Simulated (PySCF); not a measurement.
# Mn, Mn+: ionisation energy in cc-pVDZ

Aim: the ionisation energy of manganese from differences of total energies, at each level of theory, and how far each lands from the tabulated value where there is one.

Method: unrestricted determinants in a Gaussian basis, no spin-orbit coupling in the energies. Code: PySCF 2.14.0.

## (1) What is computed

```
Element                                   : manganese (Z = 25)
Basis                                     : cc-pVDZ (6s5p3d1f, 43 functions)
Hamiltonian                               : no relativity, point nucleus
State 1                                   : Mn: [Ar] 3d5 4s2, high-spin 6S determinant
State 2                                   : Mn+: [Ar] 3d5 4s1, high-spin 7S determinant
Methods                                   : UHF, PBE0, LDA, MP2
Core shells frozen in the correlated runs : valence: [Ar] (for Mn)
```

The outer shells:

Mn [Ar] 3d5 4s2
```
[Ar] core
3d [↑ ][↑ ][↑ ][↑ ][↑ ]
4s [↑↓]
```

Mn+ [Ar] 3d5 4s1
```
[Ar] core
3d [↑ ][↑ ][↑ ][↑ ][↑ ]
4s [↑ ]
```

One driver process ran all states and methods and kept the integrals in memory. Each run is shown as a PySCF script that sums up its settings (the driver passes frozen orbitals as a list and adds second-order terms of double hybrids); the logs are those of the runs themselves. The driver starts from symmetry-adapted Hartree-Fock orbitals, holds the occupation by maximum overlap and uses a logarithmic radial grid for functionals, so a plain start would take other cycles.

It was started by

```
> OMP_NUM_THREADS=1 python atomrun2.py TASK.json OUT
```

The integrals over 43 functions and the set-up took 0.81 s of CPU time.

## (2) Mn, method by method

Level: UHF.

Input file input.py:

```python
from pyscf import gto, scf, dft, mp, cc
import basis_set_exchange as bse
mol = gto.M(atom="Mn 0 0 0", charge=0, spin=5, symmetry="D2h",
            basis=gto.basis.parse(bse.get_basis("cc-pVDZ", elements=["Mn"], fmt="nwchem", header=False)))
mf = scf.UHF(mol)
mf.irrep_nelec = {'Ag': (6, 4), 'B1g': (1, 0), 'B2g': (1, 0), 'B3g': (1, 0), 'B1u': (2, 2), 'B2u': (2, 2), 'B3u': (2, 2)}
mf.kernel()
```

What it wrote:

```text
damping factor = 0
level_shift factor = 0
DIIS = <class 'pyscf.scf.diis.CDIIS'>
diis_start_cycle = 1
diis_space = 10
diis_damp = 0
SCF conv_tol = 1e-09
SCF conv_tol_grad = None
number electrons alpha = 15  beta = 10
cycle= 1 E= -1149.86769176077  delta_E= -1.73e-10  |g|= 3.39e-06  |ddm|= 0.000146
converged SCF energy = -1149.86769176077  <S^2> = 8.7708095  2S+1 = 6.0069325
```

Time after the integrals: 0.19 s (1 thread of AMD EPYC 7B13, shared host).

The occupied shells:

```
shell  electrons  mean orbital energy (eV)  spread (eV)  rms radius (bohr)
 1s α          1                   -6545.3            0             0.0713
 1s β          1                   -6545.3            0             0.0713
 2s α          1                   -793.99            0              0.305
 2s β          1                   -790.30            0              0.305
 2p α          3                   -677.04            0              0.274
 2p β          3                   -673.40            0              0.274
 3s α          1                   -109.47            0              0.924
 3s β          1                   -98.392            0              0.924
 3p α          3                   -74.248            0              0.992
 3p β          3                   -60.828            0              0.992
 3d α          5                   -17.489            0               1.28
 4s α          1                    -7.454            0               3.66
 4s β          1                    -6.153            0               3.66
```

⟨S²⟩ = 8.771, ⟨L²⟩ = 0.00.

Level: PBE0.

input.py, as changed from the run before:

```diff
@@ -4,3 +4,3 @@
             basis=gto.basis.parse(bse.get_basis("cc-pVDZ", elements=["Mn"], fmt="nwchem", header=False)))
-mf = scf.UHF(mol)
+mf = dft.UKS(mol, xc="PBE0")
 mf.irrep_nelec = {'Ag': (6, 4), 'B1g': (1, 0), 'B2g': (1, 0), 'B3g': (1, 0), 'B1u': (2, 2), 'B2u': (2, 2), 'B3u': (2, 2)}
```

What it wrote:

```text
damping factor = 0
level_shift factor = 0
DIIS = <class 'pyscf.scf.diis.CDIIS'>
diis_start_cycle = 1
diis_space = 10
diis_damp = 0
SCF conv_tol = 1e-09
SCF conv_tol_grad = None
number electrons alpha = 15  beta = 10
XC functionals = PBE0
    C. Adamo and V. Barone.,  J. Chem. Phys. 110, 6158 (1999)
    M. Ernzerhof and G. E. Scuseria.,  J. Chem. Phys. 110, 5029 (1999)
cycle= 1 E= -1150.78071959233  delta_E= -0.00546  |g|= 0.0411  |ddm|= 0.296
cycle= 2 E= -1150.78075923054  delta_E= -3.96e-05  |g|= 0.0392  |ddm|= 0.338
cycle= 3 E= -1150.78128644564  delta_E= -0.000527  |g|= 0.00233  |ddm|= 0.148
cycle= 4 E= -1150.78128879123  delta_E= -2.35e-06  |g|= 8.62e-05  |ddm|= 0.0142
cycle= 5 E= -1150.78128880237  delta_E= -1.11e-08  |g|= 1.03e-05  |ddm|= 0.000954
cycle= 6 E= -1150.78128880255  delta_E= -1.89e-10  |g|= 2.38e-07  |ddm|= 0.000145
converged SCF energy = -1150.78128880255  <S^2> = 8.7611653  2S+1 = 6.0037206
```

Time after the integrals: 0.66 s (1 thread of AMD EPYC 7B13, shared host).

Level: LDA.

input.py, as changed from the run before:

```diff
@@ -4,3 +4,3 @@
             basis=gto.basis.parse(bse.get_basis("cc-pVDZ", elements=["Mn"], fmt="nwchem", header=False)))
-mf = dft.UKS(mol, xc="PBE0")
+mf = dft.UKS(mol, xc="LDA,VWN")
 mf.irrep_nelec = {'Ag': (6, 4), 'B1g': (1, 0), 'B2g': (1, 0), 'B3g': (1, 0), 'B1u': (2, 2), 'B2u': (2, 2), 'B3u': (2, 2)}
```

What it wrote:

```text
damping factor = 0
level_shift factor = 0
DIIS = <class 'pyscf.scf.diis.CDIIS'>
diis_start_cycle = 1
diis_space = 10
diis_damp = 0
SCF conv_tol = 1e-09
SCF conv_tol_grad = None
number electrons alpha = 15  beta = 10
XC functionals = LDA,VWN
    P. A. M. Dirac.,  Math. Proc. Cambridge Philos. Soc. 26, 376 (1930)
    F. Bloch.,  Z. Phys. 57, 545 (1929)
    S. H. Vosko, L. Wilk, and M. Nusair.,  Can. J. Phys. 58, 1200 (1980)
cycle= 1 E= -1148.61454153472  delta_E= -0.00955  |g|= 0.112  |ddm|= 0.732
cycle= 2 E= -1148.61038490497  delta_E= 0.00416  |g|= 0.153  |ddm|= 0.879
cycle= 3 E= -1148.61855839061  delta_E= -0.00817  |g|= 0.00419  |ddm|= 0.506
cycle= 4 E= -1148.6185667983  delta_E= -8.41e-06  |g|= 4.56e-05  |ddm|= 0.0102
cycle= 5 E= -1148.61856680079  delta_E= -2.49e-09  |g|= 1.61e-06  |ddm|= 0.000271
cycle= 6 E= -1148.6185668008  delta_E= -5.91e-12  |g|= 1.49e-07  |ddm|= 1.71e-05
converged SCF energy = -1148.6185668008  <S^2> = 8.7606715  2S+1 = 6.0035561
```

Time after the integrals: 0.35 s (1 thread of AMD EPYC 7B13, shared host).

Level: MP2 (valence).

Input file input.py:

```python
from pyscf import gto, scf, dft, mp, cc
import basis_set_exchange as bse
mol = gto.M(atom="Mn 0 0 0", charge=0, spin=5, symmetry="D2h",
            basis=gto.basis.parse(bse.get_basis("cc-pVDZ", elements=["Mn"], fmt="nwchem", header=False)))
mf = scf.UHF(mol)
mf.irrep_nelec = {'Ag': (6, 4), 'B1g': (1, 0), 'B2g': (1, 0), 'B3g': (1, 0), 'B1u': (2, 2), 'B2u': (2, 2), 'B3u': (2, 2)}
mf.kernel()
mp.UMP2(mf, frozen=9).kernel()
```

This step left no log, only its results.

Time after the integrals: 0.02 s (1 thread of AMD EPYC 7B13, shared host).

With 7 electrons correlated, the MP2 correlation energy is -0.09872 hartree (-0.06660 same spin, -0.03212 opposite spin); the SCS form gives -0.06074. Largest pairs of shells: 3d-3d -0.0565, 3d-4s -0.0219, 4s-4s -0.0203.

Radial density 4πr²ρ of Mn at UHF:

```
r (bohr)   density  spin density
 0.00108     0.147         0.000
 0.00182     0.402         0.000
 0.00306      1.07         0.000
 0.00515      2.72         0.000
 0.00867      6.47         0.001
  0.0146      13.6         0.002
  0.0245      23.6         0.003
  0.0413      29.8         0.003
  0.0694      25.5         0.005
   0.117      24.6         0.043
   0.196      33.1         0.293
   0.330      18.9         1.394
   0.555      12.6         3.628
   0.934      12.9         3.986
    1.57      3.41         1.745
    2.64     0.960         0.302
    4.45     0.328        -0.032
    7.48    0.0226        -0.009
    12.6  6.86e-05         0.000
```

Spin density of Mn at UHF in the xz plane next to the nucleus (x to the right, z up), 2.9 Å wide.

Values in e/Å³, 12 rows by 12 columns:
```
0.00 0.01 0.01 0.02 0.03 0.03 0.03 0.03 0.02 0.01 0.01 0.00
0.01 0.01 0.03 0.05 0.08 0.11 0.11 0.08 0.05 0.03 0.01 0.01
0.01 0.03 0.06 0.14 0.25 0.34 0.34 0.25 0.14 0.06 0.03 0.01
0.02 0.05 0.14 0.34 0.76 1.22 1.22 0.76 0.34 0.14 0.05 0.02
0.03 0.08 0.25 0.76 2.13 4.14 4.14 2.13 0.76 0.25 0.08 0.03
0.03 0.11 0.34 1.22 4.14 7.24 7.24 4.14 1.22 0.34 0.11 0.03
0.03 0.11 0.34 1.22 4.14 7.24 7.24 4.14 1.22 0.34 0.11 0.03
0.03 0.08 0.25 0.76 2.13 4.14 4.14 2.13 0.76 0.25 0.08 0.03
0.02 0.05 0.14 0.34 0.76 1.22 1.22 0.76 0.34 0.14 0.05 0.02
0.01 0.03 0.06 0.14 0.25 0.34 0.34 0.25 0.14 0.06 0.03 0.01
0.01 0.01 0.03 0.05 0.08 0.11 0.11 0.08 0.05 0.03 0.01 0.01
0.00 0.01 0.01 0.02 0.03 0.03 0.03 0.03 0.02 0.01 0.01 0.00
```

## (3) Mn+, method by method

Level: UHF.

Input file input.py:

```python
from pyscf import gto, scf, dft, mp, cc
import basis_set_exchange as bse
mol = gto.M(atom="Mn 0 0 0", charge=1, spin=6, symmetry="D2h",
            basis=gto.basis.parse(bse.get_basis("cc-pVDZ", elements=["Mn"], fmt="nwchem", header=False)))
mf = scf.UHF(mol)
mf.irrep_nelec = {'Ag': (6, 3), 'B1g': (1, 0), 'B2g': (1, 0), 'B3g': (1, 0), 'B1u': (2, 2), 'B2u': (2, 2), 'B3u': (2, 2)}
mf.kernel()
```

What it wrote:

```text
damping factor = 0
level_shift factor = 0
DIIS = <class 'pyscf.scf.diis.CDIIS'>
diis_start_cycle = 1
diis_space = 10
diis_damp = 0
SCF conv_tol = 1e-09
SCF conv_tol_grad = None
number electrons alpha = 15  beta = 9
cycle= 1 E= -1149.6478678448  delta_E= -3.55e-11  |g|= 3.57e-06  |ddm|= 6.39e-05
converged SCF energy = -1149.6478678448  <S^2> = 12.000227  2S+1 = 7.0000648
```

Time after the integrals: 0.13 s (1 thread of AMD EPYC 7B13, shared host).

The occupied shells:

```
shell  electrons  mean orbital energy (eV)  spread (eV)  rms radius (bohr)
 1s α          1                   -6553.3            0             0.0713
 1s β          1                   -6553.2            0             0.0713
 2s α          1                   -801.97            0              0.305
 2s β          1                   -798.14            0              0.305
 2p α          3                   -685.00            0              0.274
 2p β          3                   -681.30            0              0.274
 3s α          1                   -117.52            0              0.924
 3s β          1                   -106.10            0              0.924
 3p α          3                   -82.256            0              0.991
 3p β          3                   -68.671            0              0.991
 3d α          5                   -25.483            0               1.27
 4s α          1                   -14.820            0               3.11
```

⟨S²⟩ = 12.000, ⟨L²⟩ = 0.00.

Level: PBE0.

input.py, as changed from the run before:

```diff
@@ -4,3 +4,3 @@
             basis=gto.basis.parse(bse.get_basis("cc-pVDZ", elements=["Mn"], fmt="nwchem", header=False)))
-mf = scf.UHF(mol)
+mf = dft.UKS(mol, xc="PBE0")
 mf.irrep_nelec = {'Ag': (6, 3), 'B1g': (1, 0), 'B2g': (1, 0), 'B3g': (1, 0), 'B1u': (2, 2), 'B2u': (2, 2), 'B3u': (2, 2)}
```

What it wrote:

```text
damping factor = 0
level_shift factor = 0
DIIS = <class 'pyscf.scf.diis.CDIIS'>
diis_start_cycle = 1
diis_space = 10
diis_damp = 0
SCF conv_tol = 1e-09
SCF conv_tol_grad = None
number electrons alpha = 15  beta = 9
XC functionals = PBE0
    C. Adamo and V. Barone.,  J. Chem. Phys. 110, 6158 (1999)
    M. Ernzerhof and G. E. Scuseria.,  J. Chem. Phys. 110, 5029 (1999)
cycle= 1 E= -1150.52260598497  delta_E= -0.00298  |g|= 0.0358  |ddm|= 0.309
cycle= 2 E= -1150.52267438131  delta_E= -6.84e-05  |g|= 0.0326  |ddm|= 0.289
cycle= 3 E= -1150.52301957267  delta_E= -0.000345  |g|= 0.000897  |ddm|= 0.128
cycle= 4 E= -1150.5230199328  delta_E= -3.6e-07  |g|= 1.21e-05  |ddm|= 0.00591
cycle= 5 E= -1150.52301993288  delta_E= -8.37e-11  |g|= 7.52e-07  |ddm|= 0.000128
converged SCF energy = -1150.52301993288  <S^2> = 12.000155  2S+1 = 7.0000442
```

Time after the integrals: 0.6 s (1 thread of AMD EPYC 7B13, shared host).

Level: LDA.

input.py, as changed from the run before:

```diff
@@ -4,3 +4,3 @@
             basis=gto.basis.parse(bse.get_basis("cc-pVDZ", elements=["Mn"], fmt="nwchem", header=False)))
-mf = dft.UKS(mol, xc="PBE0")
+mf = dft.UKS(mol, xc="LDA,VWN")
 mf.irrep_nelec = {'Ag': (6, 3), 'B1g': (1, 0), 'B2g': (1, 0), 'B3g': (1, 0), 'B1u': (2, 2), 'B2u': (2, 2), 'B3u': (2, 2)}
```

What it wrote:

```text
damping factor = 0
level_shift factor = 0
DIIS = <class 'pyscf.scf.diis.CDIIS'>
diis_start_cycle = 1
diis_space = 10
diis_damp = 0
SCF conv_tol = 1e-09
SCF conv_tol_grad = None
number electrons alpha = 15  beta = 9
XC functionals = LDA,VWN
    P. A. M. Dirac.,  Math. Proc. Cambridge Philos. Soc. 26, 376 (1930)
    F. Bloch.,  Z. Phys. 57, 545 (1929)
    S. H. Vosko, L. Wilk, and M. Nusair.,  Can. J. Phys. 58, 1200 (1980)
cycle= 1 E= -1148.34045636712  delta_E= -0.00505  |g|= 0.0966  |ddm|= 0.629
cycle= 2 E= -1148.33851313061  delta_E= 0.00194  |g|= 0.122  |ddm|= 0.748
cycle= 3 E= -1148.34346416714  delta_E= -0.00495  |g|= 0.000575  |ddm|= 0.422
cycle= 4 E= -1148.34346426283  delta_E= -9.57e-08  |g|= 5.01e-05  |ddm|= 0.00236
cycle= 5 E= -1148.34346426373  delta_E= -9.01e-10  |g|= 7.6e-07  |ddm|= 0.000164
converged SCF energy = -1148.34346426373  <S^2> = 12.000186  2S+1 = 7.000053
```

Time after the integrals: 0.31 s (1 thread of AMD EPYC 7B13, shared host).

Level: MP2 (valence).

Input file input.py:

```python
from pyscf import gto, scf, dft, mp, cc
import basis_set_exchange as bse
mol = gto.M(atom="Mn 0 0 0", charge=1, spin=6, symmetry="D2h",
            basis=gto.basis.parse(bse.get_basis("cc-pVDZ", elements=["Mn"], fmt="nwchem", header=False)))
mf = scf.UHF(mol)
mf.irrep_nelec = {'Ag': (6, 3), 'B1g': (1, 0), 'B2g': (1, 0), 'B3g': (1, 0), 'B1u': (2, 2), 'B2u': (2, 2), 'B3u': (2, 2)}
mf.kernel()
mp.UMP2(mf, frozen=9).kernel()
```

No log was kept for this step.

It took 0.01 s on 1 thread of AMD EPYC 7B13, shared host, the integrals not counted.

With 6 electrons correlated, the MP2 correlation energy is -0.06699 hartree (-0.06699 same spin, 0.00000 opposite spin); the SCS form gives -0.02233. Largest pairs of shells: 3d-3d -0.0558, 3d-4s -0.0111, 4s-4s 0.0000.

Radial density 4πr²ρ of Mn+ at UHF:

```
r (bohr)  density  spin density
 0.00108    0.147         0.000
 0.00182    0.402         0.000
 0.00306     1.07         0.000
 0.00515     2.72         0.001
 0.00867     6.47         0.003
  0.0146     13.6         0.006
  0.0245     23.6         0.009
  0.0413     29.8         0.009
  0.0694     25.5         0.005
   0.117     24.6         0.047
   0.196     33.1         0.313
   0.330     18.9         1.400
   0.555     12.6         3.689
   0.934     12.9         4.006
    1.57     3.35         1.874
    2.64    0.680         0.653
    4.45    0.115         0.115
    7.48  0.00123         0.001
```

## (4) Orbital energies side by side

Highest occupied Hartree-Fock shell of each state: Mn 4s β at -6.153 eV; Mn+ 4s α at -14.820 eV.

## (5) The energy differences

Ionisation energy: Mn [Ar] 3d5 4s2 (6S) → Mn+ [Ar] 3d5 4s1 (7S).

```
           method  value (eV)  error (eV)  CPU time, both states (s)
              UHF       5.982      -1.452                       0.32
             PBE0       7.028      -0.406                        1.3
              LDA       7.486      +0.052                       0.66
    MP2 (valence)       6.845      -0.589                       0.35
SCS-MP2 (valence)       7.027      -0.407                       0.35
```

Reference: 7.434 eV (measured; NIST levels, between the centres of gravity of the two terms). Errors of the correlated levels include the incompleteness of this basis.

Times are CPU seconds on a shared host without the integrals; correlated rows include their Hartree-Fock run, whose time holds the symmetry-adapted start and any spin-orbit constants, while functionals begin from orbitals already made.

## (6) What came out

| quantity | value |
| --- | --- |
| ionisation energy, Mn | UHF 5.982, MP2 (valence) 6.845 eV; reference 7.434 |

Each level's miss and price (over 1 difference):

```
           method  mean absolute miss against the measured value (with the measured fine structure taken into account where it is known) (eV)  CPU time, both states (s)
              UHF                                                                                                                       1.452                       0.32
             PBE0                                                                                                                       0.406                        1.3
              LDA                                                                                                                       0.052                       0.66
    MP2 (valence)                                                                                                                       0.589                       0.35
SCS-MP2 (valence)                                                                                                                       0.407                       0.35
```

What this shows: LDA lands nearest to the measured value (off by 0.05 eV); UHF misses by most (1.45 eV). Hartree-Fock falls short because the species with more electrons holds more correlation energy, which it lacks. LDA is off by +0.05 eV. All values hold for this basis alone; no basis-set limit was taken. The dearest level timed, PBE0, costs 3.9 times the cheapest, UHF, and differs from the measured value (with the measured fine structure taken into account where it is known) by 0.41 against 1.45 eV.
